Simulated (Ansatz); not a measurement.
# Ti2GeS: the cost of one run

Program: Ansatz 0.2.0. Level of theory: DFT PBE, scalar-relativistic, plane waves, PAW, unless a step names another level. These are calculated values, not measurements.

11 further runs of the same task are left out: 11 set aside as unsound or not needed. Runs told in other sessions of the task aren't counted.

## (1) What the formula suggests

Pauling electronegativities: Ti 1.54, Ge 2.01, S 2.58 (spread 1.04). The formula balances with common oxidation states: Ti +3, S -2, Ge -4. Tabulated atomic sizes suggest about 17 Å³/atom. 25 candidates were drawn, by swapping species into database cells of other compounds, at random by space group and Wyckoff sites, or by hand, as the table says:

| name | made from | space group no. | Wyckoff sites | atoms (primitive cell) | V (Å³/atom) |
| --- | --- | --- | --- | --- | --- |
| c01 | database cell of CrAuO2 | 166 | Ti 6c; Ge 3b; S 3a | 4 | 17.2 |
| c02 | random | 186 | Ti 2b, 2b; Ge 2a; S 2b | 8 | 17.4 |
| c03 | random | 119 | Ti 4f; Ge 2a; S 2b | 4 | 19.8 |
| c04 | random | 123 | Ti 2e; Ge 1a; S 1c | 4 | 22.0 |
| c05 | database cell of Cr2GaC | 194 | Ti 4f; Ge 2d; S 2a | 8 | 14.5 |
| c06 | random | 191 | Ti 2e; Ge 1b; S 1a | 4 | 19.1 |
| c07 | database cell of LaAlSi2 | 164 | Ti 2d, 2d; Ge 2d; S 2c | 8 | 20.2 |
| c08 | database cell of Ti2CuNi | 25 | Ti 1c, 1d; Ge 1a; S 1b | 4 | 19.2 |
| c09 | random | 6 | Ti 2c; Ge 1a; S 1b | 4 | 20.9 |
| c10 | random | 141 | Ti 8e; Ge 4a; S 4b | 8 | 21.2 |
| c11 | random | 191 | Ti 4h; Ge 2e; S 2c | 8 | 17.7 |
| c12 | random | 187 | Ti 1d, 1e; Ge 1a; S 1b | 4 | 18.1 |
| c13 | random | 2 | Ti 1f, 1c; Ge 1e; S 1h | 4 | 18.1 |
| c14 | random | 191 | Ti 2e; Ge 1a; S 1b | 4 | 21.5 |
| c15 | random | 191 | Ti 2d; Ge 1b; S 1a | 4 | 17.3 |
| c16 | database cell of Ti2RePt | 123 | Ti 2h; Ge 1b; S 1a | 4 | 17.8 |
| c17 | random | 65 | Ti 2b, 2c; Ge 2d; S 2a | 4 | 21.7 |
| c18 | random | 227 | Ti 16d; Ge 8a; S 8b | 8 | 17.5 |
| c19 | random | 166 | Ti 6c; Ge 3a; S 3b | 4 | 17.9 |
| c20 | random | 187 | Ti 2h; Ge 1f; S 1a | 4 | 17.6 |
| c21 | database cell of BC2N | 25 | Ti 1a, 1c; Ge 1b; S 1d | 4 | 14.5 |
| c22 | random | 35 | Ti 4e; Ge 2b; S 2b | 4 | 20.4 |
| c23 | database cell of Nb2GeC | 194 | Ti 4f; Ge 2a; S 2d | 8 | 16.1 |
| c24 | random | 139 | Ti 4d; Ge 2b; S 2a | 4 | 18.4 |
| c25 | random | 99 | Ti 1a, 1b; Ge 1b; S 1a | 4 | 21.3 |

## (2) Screening run of c09

Input file input.yaml:

```yaml
crystal:
  lattice:
    - [3.33038744, 0.0, 0.0]
    - [0.0, 6.67310828, 0.0]
    - [-1.19320809, 0.0, 3.76996681]
  atoms:
    - { symbol: Ti, position: [0.81563344, 0.78997614, 0.91399809], spin: 1.0 }
    - { symbol: Ti, position: [0.81563344, 0.21002386, 0.91399809], spin: 1.0 }
    - { symbol: Ge, position: [0.80710077, 0.0, 0.26377241] }
    - { symbol: S, position: [0.98752101, 0.5, 0.22247253] }
basis:
  ecutwfc: 420
kpoints:
  mp_grid: { grid: [4, 2, 4] }
hamiltonian:
  xc: pbe
scf:
  occupations: { method: gaussian, width: 0.15 }
  lower_state_search: "off"
output:
  forces: true
  stress: true
  eigenvalues: true
  populations: true
magnetization:
  spin_polarized: true
relax:
  adjacent_minimum: "off"
  f_tol: 0.08
  max_steps: 16
  cell: { stress_tol: 0.8 }
```

Command:

```sh
ansatz run input.yaml --threads 1 --pin off --max-ram 2560MiB --backend cpu --events-out ev --progress --plain --runs-dir out
```

What time and memory should one allow on 1 thread of Intel Xeon 6975P-C (Granite Rapids), shared host?

About 1.7 min, with a peak of 0.44 GiB.
